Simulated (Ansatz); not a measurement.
# CsLiCr2Te2S3 (Pm) in Ansatz: equation of state, part 2 of 2

Ansatz 0.2.0.

## 3. Single point, PBE, collinear spin, ferromagnetic start, 26.01 Å³/atom (volume scaled by 0.96)

File input.yaml:

```yaml
crystal:
  lattice:
    - [6.9614656058, 0.0, 0.0077735005]
    - [0.0, 3.9268015132, 0.0]
    - [-2.6467585279, 0.0, 8.5613960269]
  atoms:
    - { symbol: Cs, position: [0.07739, 0.0, 0.37706] }
    - { symbol: Li, position: [0.86424, 0.5, 0.78883] }
    - { symbol: Cr, position: [0.12646, 0.0, 0.94616], spin: 3.0 }
    - { symbol: Cr, position: [0.5929, 0.5, 0.97165], spin: 3.0 }
    - { symbol: Te, position: [0.50838, 0.0, 0.1527] }
    - { symbol: Te, position: [0.55612, 0.0, 0.74893] }
    - { symbol: S, position: [0.87426, 0.0, 0.68502] }
    - { symbol: S, position: [0.25176, 0.5, 0.84402] }
    - { symbol: S, position: [0.96294, 0.5, 0.05357] }
hamiltonian:
  xc: pbe
  pseudopotentials: { kind: paw }
magnetization:
  spin_polarized: true
kpoints:
  mp_grid: { grid: [4, 7, 3] }
scf:
  occupations: { method: fermi_dirac, width: 0.05 }
output:
  forces: true
  stress: true
  eigenvalues: true
```

Potentials or basis: Ansatz PAW.

Launch:

```console
ansatz run input.yaml --threads 8 --pin off --max-ram 20480MiB --backend cpu --events-out ev --progress --plain --runs-dir out
```

Run time: 33 s. Hardware: 8 threads of Arm Neoverse V1, shared host; peak memory 1.4 GiB.

Results (log left out):

```yaml
Free_energy: -29302.6823 eV
Pressure: 2.0 GPa
Largest_force: 0.377 eV/Å
Band_gap_on_the_k_mesh: 0.52 eV, indirect (least direct gap 0.73 eV)
Net_moment: 6.00 μB per cell
Absolute_moment: 7.04 μB per cell
Site_moments: Cs +0.00; Li +0.00; Cr +2.83, +2.62; Te -0.11, -0.03; S -0.02, -0.08, -0.04 μB
```

Caveat: odd divisions of the mesh miss points on the zone boundary, where band edges often lie, so the gap on the mesh can be too wide; spin-orbit coupling is left out, which moves the levels of the heavy elements; only a ferromagnetic start was run, and an antiferromagnetic order may lie lower in energy.

## 4. Single point, PBE, collinear spin, ferromagnetic start, 26.56 Å³/atom (volume scaled by 0.98)

Changes to input.yaml since step 3:

```diff
@@ -2,5 +2,5 @@
   lattice:
-    - [6.9614656058, 0.0, 0.0077735005]
-    - [0.0, 3.9268015132, 0.0]
-    - [-2.6467585279, 0.0, 8.5613960269]
+    - [7.0094772307, 0.0, 0.0078271125]
+    - [0.0, 3.9538837588, 0.0]
+    - [-2.6650126118, 0.0, 8.6204420033]
   atoms:
```

Launch:

```console
ansatz run input.yaml --threads 8 --pin off --max-ram 20480MiB --backend cpu --events-out ev --progress --plain --runs-dir out
```

It took 34 s on 8 threads of Arm Neoverse V1, shared host; peak memory 1.4 GiB.

It converged, with:

```yaml
Free_energy: -29302.7278 eV
Pressure: 1.0 GPa
Largest_force: 0.184 eV/Å
Band_gap_on_the_k_mesh: 0.50 eV, indirect (least direct gap 0.79 eV)
Net_moment: 6.00 μB per cell
Absolute_moment: 7.12 μB per cell
Site_moments: Cs +0.00; Li +0.00; Cr +2.86, +2.66; Te -0.12, -0.03; S -0.03, -0.09, -0.04 μB
```

Caveat: odd divisions of the mesh miss points on the zone boundary, where band edges often lie, so the gap on the mesh can be too wide; spin-orbit coupling is left out, which moves the levels of the heavy elements; only a ferromagnetic start was run, and an antiferromagnetic order may lie lower in energy.

## 5. Single point, PBE, collinear spin, ferromagnetic start, 27.10 Å³/atom

Changes to input.yaml since step 4:

```diff
@@ -2,5 +2,5 @@
   lattice:
-    - [7.0094772307, 0.0, 0.0078271125]
-    - [0.0, 3.9538837588, 0.0]
-    - [-2.6650126118, 0.0, 8.6204420033]
+    - [7.05684, 0.0, 0.00788]
+    - [0.0, 3.9806, 0.0]
+    - [-2.68302, 0.0, 8.67869]
   atoms:
```

Launch:

```console
ansatz run input.yaml --threads 8 --pin off --max-ram 20480MiB --backend cpu --events-out ev --progress --plain --runs-dir out
```

It took 35 s on 8 threads of Arm Neoverse V1, shared host; peak memory 1.5 GiB.

The run converged. Its results:

```yaml
Free_energy: -29302.7427 eV
Pressure: 0.0 GPa
Largest_force: 0.009 eV/Å
Band_gap_on_the_k_mesh: 0.48 eV, indirect (least direct gap 0.77 eV)
Net_moment: 6.00 μB per cell
Absolute_moment: 7.21 μB per cell
Site_moments: Cs +0.00; Li +0.00; Cr +2.89, +2.69; Te -0.13, -0.04; S -0.03, -0.10, -0.05 μB
```

Caveat: odd divisions of the mesh miss points on the zone boundary, where band edges often lie, so the gap on the mesh can be too wide; spin-orbit coupling is left out, which moves the levels of the heavy elements; only a ferromagnetic start was run, and an antiferromagnetic order may lie lower in energy.

## 6. Single point, PBE, collinear spin, ferromagnetic start, 27.64 Å³/atom (volume scaled by 1.02)

Changes to input.yaml since step 5:

```diff
@@ -2,5 +2,5 @@
   lattice:
-    - [7.05684, 0.0, 0.00788]
-    - [0.0, 3.9806, 0.0]
-    - [-2.68302, 0.0, 8.67869]
+    - [7.1035754017, 0.0, 0.007932187]
+    - [0.0, 4.0069623577, 0.0]
+    - [-2.7007888622, 0.0, 8.7361664432]
   atoms:
```

Potentials or basis: Ansatz PAW.

Launch:

```console
ansatz run input.yaml --threads 8 --pin off --max-ram 20480MiB --backend cpu --events-out ev --progress --plain --runs-dir out
```

Run time: 34 s. Hardware: 8 threads of Arm Neoverse V1, shared host; peak memory 1.5 GiB.

Results (log left out):

* Free energy: -29302.7300 eV
* Pressure: -0.8 GPa
* Largest force: 0.162 eV/Å
* Band gap on the k mesh: 0.45 eV, indirect (least direct gap 0.74 eV)
* Net moment: 6.00 μB per cell
* Absolute moment: 7.30 μB per cell
* Site moments: Cs +0.00; Li +0.00; Cr +2.93, +2.72; Te -0.14, -0.04; S -0.03, -0.11, -0.05 μB

Caveat: odd divisions of the mesh miss points on the zone boundary, where band edges often lie, so the gap on the mesh can be too wide; spin-orbit coupling is left out, which moves the levels of the heavy elements; only a ferromagnetic start was run, and an antiferromagnetic order may lie lower in energy.

## 7. Single point, PBE, collinear spin, ferromagnetic start, 28.18 Å³/atom (volume scaled by 1.04)

Changes to input.yaml since step 6:

```diff
@@ -2,5 +2,5 @@
   lattice:
-    - [7.1035754017, 0.0, 0.007932187]
-    - [0.0, 4.0069623577, 0.0]
-    - [-2.7007888622, 0.0, 8.7361664432]
+    - [7.1497038073, 0.0, 0.0079836961]
+    - [0.0, 4.0329823228, 0.0]
+    - [-2.7183269436, 0.0, 8.7928963863]
   atoms:
```

Launch:

```console
ansatz run input.yaml --threads 8 --pin off --max-ram 20480MiB --backend cpu --events-out ev --progress --plain --runs-dir out
```

It took 35 s on 8 threads of Arm Neoverse V1, shared host; peak memory 1.5 GiB.

It converged, with:

* Free energy: -29302.6928 eV
* Pressure: -1.6 GPa
* Largest force: 0.315 eV/Å
* Band gap on the k mesh: 0.43 eV, indirect (least direct gap 0.72 eV)
* Net moment: 6.00 μB per cell
* Absolute moment: 7.39 μB per cell
* Site moments: Cs +0.00; Li +0.00; Cr +2.96, +2.76; Te -0.15, -0.04; S -0.03, -0.12, -0.06 μB

Caveat: odd divisions of the mesh miss points on the zone boundary, where band edges often lie, so the gap on the mesh can be too wide; spin-orbit coupling is left out, which moves the levels of the heavy elements; only a ferromagnetic start was run, and an antiferromagnetic order may lie lower in energy.

## 8. Single point, PBE, collinear spin, ferromagnetic start, 28.72 Å³/atom (volume scaled by 1.06)

Changes to input.yaml since step 7:

```diff
@@ -2,5 +2,5 @@
   lattice:
-    - [7.1497038073, 0.0, 0.0079836961]
-    - [0.0, 4.0329823228, 0.0]
-    - [-2.7183269436, 0.0, 8.7928963863]
+    - [7.1952445498, 0.0, 0.008034549]
+    - [0.0, 4.0586708009, 0.0]
+    - [-2.7356415948, 0.0, 8.8489036058]
   atoms:
```

Launch:

```console
ansatz run input.yaml --threads 8 --pin off --max-ram 20480MiB --backend cpu --events-out ev --progress --plain --runs-dir out
```

Run time: 37 s. Hardware: 8 threads of Arm Neoverse V1, shared host; peak memory 1.5 GiB.

It converged, with:

- Free energy: -29302.6336 eV
- Pressure: -2.3 GPa
- Largest force: 0.458 eV/Å
- Band gap on the k mesh: 0.41 eV, indirect (least direct gap 0.70 eV)
- Net moment: 6.00 μB per cell
- Absolute moment: 7.47 μB per cell
- Site moments: Cs -0.00; Li +0.00; Cr +2.99, +2.79; Te -0.16, -0.05; S -0.03, -0.13, -0.07 μB

Caveat: odd divisions of the mesh miss points on the zone boundary, where band edges often lie, so the gap on the mesh can be too wide; spin-orbit coupling is left out, which moves the levels of the heavy elements; only a ferromagnetic start was run, and an antiferromagnetic order may lie lower in energy.

## 9. Equation of state, PBE, collinear spin, ferromagnetic start

Potentials or basis: Ansatz PAW.

This step only gathers the single runs of the series.

Results:

```
Equilibrium volume                        : 27.11 Å³/atom
Bulk modulus at fixed shape and positions : 45 GPa
Pressure derivative of the bulk modulus   : 4.5
```

Energy against volume, from the lowest point:
```tsv
volume (Å³/atom)	energy (meV/atom)
25.471	15.56
26.013	6.70
26.555	1.65
27.097	0.00
27.639	1.40
28.181	5.54
28.723	12.12
```

Caveat: the cell was scaled at fixed shape and fractional positions, which overstates the stiffness of a crystal with free parameters, most of all of layers and chains. The run has no spin-orbit coupling, so splittings on Cs, Te are missing.
